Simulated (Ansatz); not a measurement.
Working through an atomisation energy of BH₈NSi, SMILES [BH3-][NH2+][SiH3]

With Ansatz 0.2.0, Python API.

Typed at the interpreter:
```pycon
>>> from collections import Counter
>>> import ansatz as az
>>> BASIS = "aug-cc-pVDZ"
>>> LEVEL = "ccsd_t"
>>> def energy_of(molecule, charge=0, unpaired=0):
...     calc = (
...         molecule.calculation()
...         .basis(gaussian=BASIS)  # atom-centred Gaussian functions
...         .correlation(LEVEL)  # correlation on top of the mean field
...     )
...     if charge:
...         calc = calc.charge(charge)
...     if unpaired:
...         calc = calc.spin("collinear", total=unpaired)
...     return calc.run().report["free_energy_ev"]
...
>>> GEOMETRY = """
... B     0.44450    1.24930    0.10650
... N     0.34810   -0.15600    0.61020
... Si   -0.66150   -1.17350   -0.50440
... H    -0.63040    1.76480    0.04450
... H     1.05240    1.95270    0.81880
... H     0.89600    1.35130   -0.98970
... H     1.34980   -0.53330    0.66240
... H    -0.03730   -0.15250    1.55760
... H    -1.99890   -0.63780   -0.51630
... H    -0.02940   -1.16910   -1.81130
... H    -0.66800   -2.55280    0.04230
... """
>>> molecule = az.Crystal.molecule()
>>> for line in GEOMETRY.strip().splitlines():
...     symbol, *xyz = line.split()
...     molecule = molecule.atom(symbol, [float(v) for v in xyz])
...
>>> # Hund ground states
>>> unpaired = {"B": 1, "N": 3, "Si": 2, "H": 1}
>>> counts = Counter(site.symbol for site in molecule.cartesian_sites)
>>> atom_energy = {s: energy_of(az.Crystal.molecule().atom(s, (0, 0, 0)), 0, unpaired[s]) for s in counts}

>>> whole = energy_of(molecule, 0, 0)
>>> for s, e in atom_energy.items():
...     print(f"{s:2s} x{counts[s]}  {e:14.5f} eV")
...
B  x1      -669.15796 eV
N  x1     -1482.66629 eV
Si x1     -7861.86759 eV
H  x8       -13.58758 eV
>>> print(f"BH8NSi: {whole:.5f} eV")
BH8NSi: -10155.15293 eV
>>> split = sum(counts[s] * e for s, e in atom_energy.items()) - whole
>>> print(f"atomisation energy (no zero-point term): {96.485332 * split:.1f} kJ/mol, {split / sum(counts.values()):.3f} eV an atom")
atomisation energy (no zero-point term): 3160.9 kJ/mol, 2.978 eV an atom
```

3160.9 kJ/mol from the electronic energies, without the zero-point term.

Reading the output:
- Total energies depend on the basis set; only differences at equal settings carry meaning.
- The geometry is a force-field or estimated start, not a minimum of this method, and the basis set is short of its limit. All parts are taken at fixed geometry, without zero-point energy.
- In double-zeta sets correlated atomisation energies come out some 10 to 15 % low.
- For Al to Cl the sets with a tight d function, cc-pV(X+d)Z, are usual.
- Timing: 35 s on 1 thread of Arm Neoverse V1, with other jobs on the host, peak memory 1.1 GiB.

(Lines on the test bed's own set-up are left out of the output.)
